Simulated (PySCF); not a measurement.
# RuOF₂: triplet, from a B3LYP minimum start

The task is one start of a wider search on RuOF₂: the triplet, from a B3LYP minimum start. It is relaxed, tested by its Hessian and followed downhill if it is a saddle.

Method: B3LYP, basis Ru def2-SVP with ECP28, O def2-SVP, F def2-SVP, scalar-relativistic core potentials, no spin–orbit coupling, density fitting; program: PySCF 2.14.0.

## 1. The system as given

4 atoms, charge 0, spin multiplicity 3.

Bond lengths: Ru1–O2 1.653 Å, Ru1–F3 1.838 Å, Ru1–F4 1.838 Å. Angles: O2–Ru1–F3 117.9°, O2–Ru1–F4 117.9°, F3–Ru1–F4 124.3°.

```xyz
4
charge 0 multiplicity 3
Ru    0.0000    0.0000    0.0398
O     0.0000    0.0000    1.6927
F     1.6245    0.0000   -0.8192
F    -1.6245    0.0000   -0.8192
```

## 2. Finding the electronic state

One driver script runs all steps and calls PySCF; scf.py shows how it sets up the SCF of each step. The optimiser is the driver's own. After this first run the driver tries any further starts and a stability analysis.

The input, scf.py:

```python
from pyscf import gto, scf, dft
mol = gto.M(atom='''
Ru     0.000000     0.000000     0.039840
O     -0.000000     0.000000     1.692657
F      1.624480    -0.000000    -0.819234
F     -1.624480     0.000000    -0.819234''',
    basis={'Ru': 'def2-SVP', 'O': 'def2-SVP', 'F': 'def2-SVP'},
    ecp={'Ru': 'def2-SVP'},
    charge=0, spin=2)
mf = dft.UKS(mol, xc='B3LYP')
mf.grids.atom_grid = (50, 194)
aux = {'Ru': 'def2-universal-JKFIT', 'O': 'def2-universal-JKFIT', 'F': 'def2-universal-JKFIT'}
mf = mf.density_fit(auxbasis=aux)
mf.conv_tol = 1e-08
mf.diis_space = 10
mf.max_cycle = 60
mf.init_guess = 'minao'
mf.verbose = 4
mf.kernel()
```

Launch:

```console
OMP_NUM_THREADS=2 python axn.py task.json out
```

The runs that follow: Relaxing the triplet from the B3LYP minimum start; Is it a minimum? Harmonic modes.

Q: Predict the outcome of this session. Wanted: minimum; geometry; wavenumbers; dipole moment; highest occupied, lowest empty level; polar-tensor charge of Ru1; zero-point energy; atomisation energy; ⟨S²⟩.

As calculated:

| quantity | value |
| --- | --- |
| minimum | triplet, C2v |
| geometry | Ru–F 1.838 Å (×2), Ru–O 1.653 Å; F–Ru–F 124.3°, F–Ru–O 117.9° (×2) |
| wavenumbers (cm⁻¹) | 146 (a1), 153 (b1), 236 (b2), 648 (a1), 699 (b2), 1034 (a1) |
| dipole moment | 0.06 D |
| highest occupied, lowest empty level (either spin) | -7.82, -4.82 eV |
| polar-tensor charge of Ru1 | +1.56 e |
| zero-point energy | 17.4 kJ/mol |
| entropy at 298.15 K | 315.3 J/(mol K) |
| atomisation energy (no zero-point energy) | 1329 kJ/mol |
| ⟨S²⟩ | 2.008 |

The molecule stays C2v, as typed, and the end point is a minimum. The strongest infrared band lies at 699 cm⁻¹ (b2, stretch). Most of the spin sits on Ru1 (Mulliken spin 1.55, against 2 for the whole molecule). The first SCF alone would have been 8 kJ/mol too high. Other starts or spin states, not run here, may lie lower. One determinant may miss the lowest occupation of an open d or f shell.
